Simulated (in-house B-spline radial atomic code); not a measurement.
# O²⁺: excited configurations

How much energy does it take to promote electrons of O²⁺ to other shells? Each configuration is solved by itself and compared with the reference.

Program: in-house B-spline radial atomic code version 1. Level of theory: scalar-relativistic (spin-free one-electron X2C) B3LYP, spin-polarised, spherical density, exact exchange averaged over the configuration, Fermi nucleus, basis-set limit. These are calculated values, not measurements, unless marked.

### 1 The atom as given

```
element       : oxygen (Z = 8)
charge        : +2
electrons     : 6
configuration : [He] 2s2 2p2
Hamiltonian   : scalar-relativistic (X2C)
nucleus       : Fermi, rms radius 2.699 fm
```

The outer shells:

[He] 2s2 2p2
```
[He] core
2s [↑↓]
2p [↑ ][↑ ][  ]
```

Where spins are not typed, each open shell is filled with up spins first.

### 2 The reference configuration

Settings, as recorded:

```ini
Z = 8
electrons = 6.0
configuration = [He] 2s2 2p2
hamiltonian = x2c
method = b3lyp
spin_polarised = True
nucleus = fermi
rms_radius = 2.6991
mass_number = 16
atomic_mass = 15.99491461926
speed_of_light = 137.035999084
exact_exchange = averaged over the configuration
```

Run with:

```sh
python run_scf.py task.json out
```

The settings of every run stand in task.json; they run in order.

### 3 Run with [He] 2s1 2p3

Settings: those of step 2 with these lines changed.

```diff
@@ -2,3 +2,3 @@
 electrons = 6.0
-configuration = [He] 2s2 2p2
+configuration = [He] 2s1 2p3
 hamiltonian = x2c
```

### 4 Configuration [He] 2s1 2p2 3d1

Settings: those of step 3 with these lines changed.

```diff
@@ -2,3 +2,3 @@
 electrons = 6.0
-configuration = [He] 2s1 2p3
+configuration = [He] 2s1 2p2 3d1
 hamiltonian = x2c
```

### 5 Configuration [He] 2s2 2p1 3p1

Settings: those of step 4 with these lines changed.

```diff
@@ -2,3 +2,3 @@
 electrons = 6.0
-configuration = [He] 2s1 2p2 3d1
+configuration = [He] 2s2 2p1 3p1
 hamiltonian = x2c
```

### 6 [He] 2s2 2p1 3s1

Settings: those of step 5 with these lines changed.

```diff
@@ -2,3 +2,3 @@
 electrons = 6.0
-configuration = [He] 2s2 2p1 3p1
+configuration = [He] 2s2 2p1 3s1
 hamiltonian = x2c
```

### 7 [He] 2s2 2p1 3d1

Settings: those of step 6 with these lines changed.

```diff
@@ -2,3 +2,3 @@
 electrons = 6.0
-configuration = [He] 2s2 2p1 3s1
+configuration = [He] 2s2 2p1 3d1
 hamiltonian = x2c
```

### 8 Configuration [He] 2s1 2p2 3p1

Settings: those of step 7 with these lines changed.

```diff
@@ -2,3 +2,3 @@
 electrons = 6.0
-configuration = [He] 2s2 2p1 3d1
+configuration = [He] 2s1 2p2 3p1
 hamiltonian = x2c
```

### 9 Configuration [He] 2s1 2p2 3s1

Settings: those of step 8 with these lines changed.

```diff
@@ -2,3 +2,3 @@
 electrons = 6.0
-configuration = [He] 2s1 2p2 3p1
+configuration = [He] 2s1 2p2 3s1
 hamiltonian = x2c
```

Before running: How far above the reference does each configuration lie (order and size, in eV)?

The runs gave:

| net move | configuration | 2|M_S|+1 | energy above the reference (eV) | largest <r> (bohr) |
| --- | --- | --- | --- | --- |
| 2s → 2p | [He] 2s1 2p3 | 5 | 8.000 | 1.02 |
| 2p → 3s | [He] 2s2 2p1 3s1 | 3 | 33.510 | 2.85 |
| 2p → 3p | [He] 2s2 2p1 3p1 | 3 | 37.271 | 2.17 |
| 2p → 3d | [He] 2s2 2p1 3d1 | 3 | 40.731 | 3.11 |
| 2s → 3s | [He] 2s1 2p2 3s1 | 5 | 42.080 | 2.85 |
| 2s → 3p | [He] 2s1 2p2 3p1 | 5 | 45.484 | 3.05 |
| 2s → 3d | [He] 2s1 2p2 3d1 | 5 | 49.254 | 3.09 |

**Reading.** The lowest of them is 2s → 2p at 8.000 eV and the highest 2s → 3d at 49.254 eV. Two partly filled shells share a symmetry and can mix in the average, which may lower the energy, for: 2p → 3p; 2s → 3p. The reference has 2|M_S|+1 = 3; 4 of the configurations differ from it in spin. These are spherical averages at the typed spins, not spectroscopic levels.
